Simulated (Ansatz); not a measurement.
# LiS2: the cost of one run

Program: Ansatz 0.2.0. Level of theory: DFT PBE+D3(BJ), scalar-relativistic, plane waves, PAW. These are calculated values, not measurements.

## 1. Starting point

The structure is trigonal, space group P-3m1 (No. 164). The conventional cell has a = 3.001 Å, b = 3.001 Å, c = 22.000 Å, α = 90.00°, β = 90.00°, γ = 120.00°. Li (site symmetry 3m) is surrounded by 6 S at 2.07 Å. Around S (site symmetry 3m) lie 3 Li at 2.07 Å.

As a file:

```cif
data_structure
_symmetry_space_group_name_H-M 'P 1'
_symmetry_Int_Tables_number 1
_cell_length_a 3.0014
_cell_length_b 3.0014
_cell_length_c 22.0000
_cell_angle_alpha 90.000
_cell_angle_beta 90.000
_cell_angle_gamma 120.000
_cell_volume 171.63
loop_
_atom_site_label
_atom_site_type_symbol
_atom_site_fract_x
_atom_site_fract_y
_atom_site_fract_z
_atom_site_occupancy
Li1 Li 0.00000 0.00000 0.38089 1
Li2 Li 0.66667 0.33333 0.61911 1
S1 S 0.33333 0.66667 0.32928 1
S2 S 0.66667 0.33333 0.43250 1
S3 S 0.00000 0.00000 0.56750 1
S4 S 0.33333 0.66667 0.67072 1
```

A structure generator made this guess: sheets of the M2X type as a bilayer. The dimensions are guesses.

Only a and b are periodic; c spans vacuum, so the box's volume, pressure and space group aren't properties of the sheet.

## 2. Probe: one point on a coarse mesh

The input, input.yaml:

```yaml
crystal:
  lattice:
    - [3.00135593, 0.0, 0.0]
    - [-1.50067797, 2.59925048, 0.0]
    - [0.0, 0.0, 22.0]
  atoms:
    - { symbol: Li, position: [0.0, 0.0, 0.38089176] }
    - { symbol: Li, position: [0.66666667, 0.33333333, 0.61910824] }
    - { symbol: S, position: [0.33333333, 0.66666667, 0.32928351] }
    - { symbol: S, position: [0.66666667, 0.33333333, 0.4325] }
    - { symbol: S, position: [0.0, 0.0, 0.5675] }
    - { symbol: S, position: [0.33333333, 0.66666667, 0.67071649] }
  periodic: [true, true, false]
basis:
  ecutwfc: 420
kpoints:
  mp_grid: { grid: [6, 6, 1] }
hamiltonian:
  xc: pbe
  dispersion: d3bj
scf:
  occupations: { method: gaussian, width: 0.1 }
  lower_state_search: "off"
output:
  forces: true
  stress: true
  eigenvalues: true
```

On the command line:

```
$ ansatz run input.yaml --threads 1 --pin off --max-ram 2048MiB --backend cpu --events-out ev --progress --plain --runs-dir out
```

Q: Estimate wall time and peak memory on 1 thread of Arm Neoverse V1, shared host.

About 5.3 s, with a peak of 0.47 GiB.
